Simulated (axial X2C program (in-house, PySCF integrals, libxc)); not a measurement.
**MoC: properties at the nuclei**

Aim: properties at the nuclei of MoC, with spin–orbit coupling in the Hamiltonian from the start.

The runs use an in-house X2C program for linear molecules on PySCF integrals; two-component X2C with atomic mean-field terms, Mo dyall-acv3z, C dyall-av3z.

All values are calculated.

## (1) The job

task.json reads:

```json
{"zs": [42, 6], "q": 0, "bas": ["dyall-acv3z", "dyall-av3z"], "r0": 1.88, "levels": ["PBE0", "HF", "B3LYP"], "nst": 1, "ff": 1, "thr": -3.5, "nmax": 130, "opt": {"ecut": 60}}
```

Keys: zs atomic numbers; q charge; bas basis sets; r0 starting distance in Å; levels methods (HF also brings MP2); nst determinants followed; ff finite-field run; thr threshold in hartree for freezing inner shells (an s shell follows its p shell); nmax most natural virtual spinors; ecut virtual cutoff in hartree.

Started as:

```sh
$ python soeom.py task.json out
```

Nuclei are Gaussian, cores are contracted, and the Gaunt term is on.

## (2) Expectation values, lowest determinant

R = 1.651 Å. State: Ω = 1 (excess of +ω over −ω: ω = -3/2, ω = 5/2).

Output of the PBE0 run:

```text
two-component X2C + atomic mean field  PBE0
basis functions 221  fitting functions 1031  grid points 5072
iter        total energy     max residual
   1      -4084.480902074     1.57e-05
   2      -4084.480902069     4.65e-05
   3      -4084.480902097     5.07e-06
   4      -4084.480902101     2.60e-06
   5      -4084.480902103     1.48e-06
   6      -4084.480902103     1.02e-06
converged
one-electron -5794.05132559  Coulomb 1760.52901896  exact exchange -31.91430981  xc functional -97.91492165  nuclear repulsion 80.77084019  atomic mean-field constant -1.90020419
```

The highest occupied spinor is 94% Mo d, 3% C f, 2% C d.

```tsv
level	Eeff magnitude (GV/cm)	Ws magnitude Mo (kHz)	A∥/gI Mo (MHz)	qzz Mo (a.u.)	A∥/gI C (MHz)	qzz C (a.u.)	μ (D)
PBE0	0.805	0.406	-775	-0.47	-52.6	-0.10	-5.53
HF	0.73	0.458	-529	-0.47	-170	-0.02	-5.30
B3LYP	0.721	0.352	-699	-0.67	-47	-0.12	-5.47
```

Eeff is the effective electric field on the electron dipole moment in this Ω state and Ws the scalar–pseudoscalar constant (defined with the proton number Z and per Ω); A∥ is the parallel hyperfine constant, which follows by multiplying with the nuclear g factor gI = μI/(I μN); qzz is the electric field gradient, eQq0 = 234.96 MHz × Q/barn × qzz; μ is positive if C is the positive end. The operators were transformed with the bare-nucleus X2C matrices.

## (3) Finite-field coupled cluster

Output:

```text
two-component X2C + atomic mean field  HF
basis functions 221  fitting functions 1031  grid points 5072
iter        total energy     max residual
   1      -4082.308909893     2.53e-01
   2      -4082.334065211     9.42e-03
   3      -4082.337786467     1.32e-02
   4      -4082.340415263     7.33e-03
   5      -4082.343498856     7.57e-03
   6      -4082.346976274     5.64e-03
   7      -4082.352694180     4.46e-03
   8      -4082.356771997     2.15e-03
   9      -4082.357601801     1.00e-03
  10      -4082.357921227     1.07e-03
  11      -4082.357927756     7.07e-04
  12      -4082.358040379     3.73e-04
  13      -4082.358092110     2.23e-04
  14      -4082.358103162     7.95e-05
  15      -4082.358104029     1.80e-05
  16      -4082.358104082     1.50e-05
  17      -4082.358104103     1.09e-05
  18      -4082.358104110     4.96e-06
  19      -4082.358104112     4.15e-06
  20      -4082.358104114     3.19e-06
  21      -4082.358104115     2.03e-06
  22      -4082.358104115     1.13e-06
converged
one-electron -5793.02689980  Coulomb 1759.65535371  exact exchange -127.85719402  xc functional 0.00000000  nuclear repulsion 80.77084019  atomic mean-field constant -1.90020419
correlated 18  virtual 354  natural virtual 130  E(MP2) -0.592946908  MP2 remainder -0.016977957
iter   CCSD correlation   residual
   1     -0.543785680   2.20e-01
   2     -0.565450119   1.23e-01
   3     -0.580249309   7.10e-02
   4     -0.587680660   4.23e-02
   5     -0.591073267   2.19e-02
   6     -0.591858844   1.20e-02
   7     -0.592294379   7.57e-03
   8     -0.592447184   4.64e-03
   9     -0.592351187   2.33e-03
  10     -0.592460155   1.09e-03
  11     -0.592448153   4.93e-04
  12     -0.592466860   2.43e-04
  13     -0.592459960   1.46e-04
  14     -0.592452261   8.75e-05
  15     -0.592447755   5.45e-05
  16     -0.592443145   3.63e-05
  17     -0.592440691   2.37e-05
  18     -0.592440597   1.45e-05
  19     -0.592439945   9.70e-06
  20     -0.592440240   5.19e-06
  21     -0.592440089   2.84e-06
  22     -0.592440098   1.38e-06
(T) -0.033930253  T1 0.1064  D1 0.2286  max T2 0.063
```

T1 in the output is the amplitude norm over the root of the electron number; divide by √2 for the Lee–Taylor value.

18 electrons correlated in 130 natural virtual spinors, MP2 remainder added; T1 = 0.075.

```tsv
level	Eeff magnitude (GV/cm)	Ws magnitude Mo (kHz)	A∥/gI Mo (MHz)	qzz Mo (a.u.)	A∥/gI C (MHz)	μ (D)
HF	0.73	0.458	-529	-0.47	-170	-5.30
MP2	0.132	0.0845	-1290	0.66	-16.3	-6.68
CCSD	0.536	0.29	-1130	-0.31	-47.2	-6.10
CCSD(T)	0.556	0.282	-1140	-0.34	-42.5	-6.07
```

## (4) Outcome

| quantity | value |
| --- | --- |
| lowest determinant | Ω = 1 (excess of +ω over −ω: ω = -3/2, ω = 5/2) |
| Eeff magnitude (GV/cm), PBE0 | 0.805 |
| Ws magnitude Mo (kHz), PBE0 | 0.406 |
| A∥/gI Mo (MHz), PBE0 | -775 |
| qzz Mo (a.u.), PBE0 | -0.47 |
| Eeff magnitude (GV/cm), CCSD(T) | 0.556 |
| Ws magnitude Mo (kHz), CCSD(T) | 0.282 |
| A∥/gI Mo (MHz), CCSD(T) | -1140 |
| qzz Mo (a.u.), CCSD(T) | -0.34 |

In the first state, the effective field runs from 0.721 to 0.805 GV/cm over the mean-field levels. The expectation values come from single determinants, which for open shells can mix terms of unlike spin or miss the lowest Ω, so a determinant need not be a state. Eeff is the effective electric field on the electron dipole moment in this Ω state and Ws the scalar–pseudoscalar constant (defined with the proton number Z and per Ω); A∥ is the parallel hyperfine constant, which follows by multiplying with the nuclear g factor gI = μI/(I μN); qzz is the electric field gradient, eQq0 = 234.96 MHz × Q/barn × qzz; μ is positive if C is the positive end. The operators were transformed with the bare-nucleus X2C matrices. Correlation of the inner shells is missing, which matters for properties at the nucleus.
